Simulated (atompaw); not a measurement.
# Pseudopotential generation for calcium: PAW (atompaw), PBE

Task: generate the file, and judge it by its logarithmic derivatives, its ghosts and its cutoff.

The numbers are computed with atompaw 4.2.0.5 (PBE, scalar-relativistic, spin-unpolarised reference atom).

3 further runs of the same task are left out: 3 set aside as unsound or not needed.

## 1. Settings

The settings as typed:

| Item | Value |
| --- | --- |
| element | calcium (Ca, Z = 20) |
| type | PAW |
| frozen core | [Ar] |
| valence charge | 2 |
| reference configuration | 3d0 4s1.5 4p0.5 |
| partial waves | 4s (bound): rc 3.92 bohr; 4s channel at 0.75 Ry: rc 3.92 bohr; 4p (bound): rc 3.92 bohr; 4p channel at 0.55 Ry: rc 3.92 bohr; 3d (bound, empty): rc 3.92 bohr; 3d channel at 1.05 Ry: rc 3.92 bohr; 4f channel at 0.05 Ry: rc 3.92 bohr; 4f channel at 2.7 Ry: rc 3.92 bohr |
| local potential | bessel scheme, radius 3.34 bohr |
| core correction | smooth core density matched at 3.72 bohr |
| augmentation charge | besselshape compensation charge, radius 3.00 bohr; PAW radius 3.92 bohr; waves and projectors: custom polynom2 7 10 vanderbiltortho |

The nodes and maxima of the atom's own shells, from an earlier all-electron run, set the scale for the radii.

All-electron outer shells of the reference configuration (PBE, scalar-relativistic, ld1.x):

```csv
shell,level (eV),outermost node (bohr),outermost maximum (bohr)
3s,-47.79,0.45,0.99
3p,-28.70,0.42,1.04
4s,-4.11,1.43,3.38
3d,-2.50,–,1.27
4p,-1.69,1.62,4.34
```

## 2. Generation

Ca.input reads:

```
Ca 20
GGA-PBE scalarrelativistic loggrid 1500 logderivrange -2 5 176
4 4 3 0 0 0
4 0 1.5
4 1 0.5
3 2 0
0 0 0
c
c
c
v
c
c
v
v
3
3.92 3.00 3.34 3.72
y
0.75
n
y
0.55
n
y
1.05
n
y
0.05
y
2.7
n
custom polynom2 7 10 vanderbiltortho besselshape
bessel
3.92
3.92
3.92
3.92
3.92
3.92
3.92
3.92
PWSCFOUT
UPFDX 0.0125d0 UPFXMIN -7.d0 UPFZMESH 20.d0
END
```

Run with:

```console
$ atompaw < Ca.input > Ca.log
```

Before running it: what results should come out? Wanted: cutoffs for 10 and 1 mRy, occupied levels; bound ghosts; largest phase difference near zero energy, channels read; lowest eigenvalue of the overlap; share of valence orbitals outside the PAW sphere; UPF file.

As calculated:

| quantity | value |
| --- | --- |
| cutoffs for 10 and 1 mRy, occupied levels | 6 Ry or less and 6 Ry or less |
| bound ghosts | none found |
| largest phase difference near zero energy, channels read | 0.243 rad |
| lowest eigenvalue of the overlap (Bessel basis) | 0.776 (s) |
| share of valence orbitals outside the PAW sphere | 4s 45 %, 4p 73 %, 3d 12 % |
| UPF file | written |

The potential is soft on the atom at that tolerance: the looser tolerance needs 6 Ry or less. It is free of bound ghosts as far as tested. Near zero energy the largest phase difference among the channels read is 0.24 rad, in the d channel.
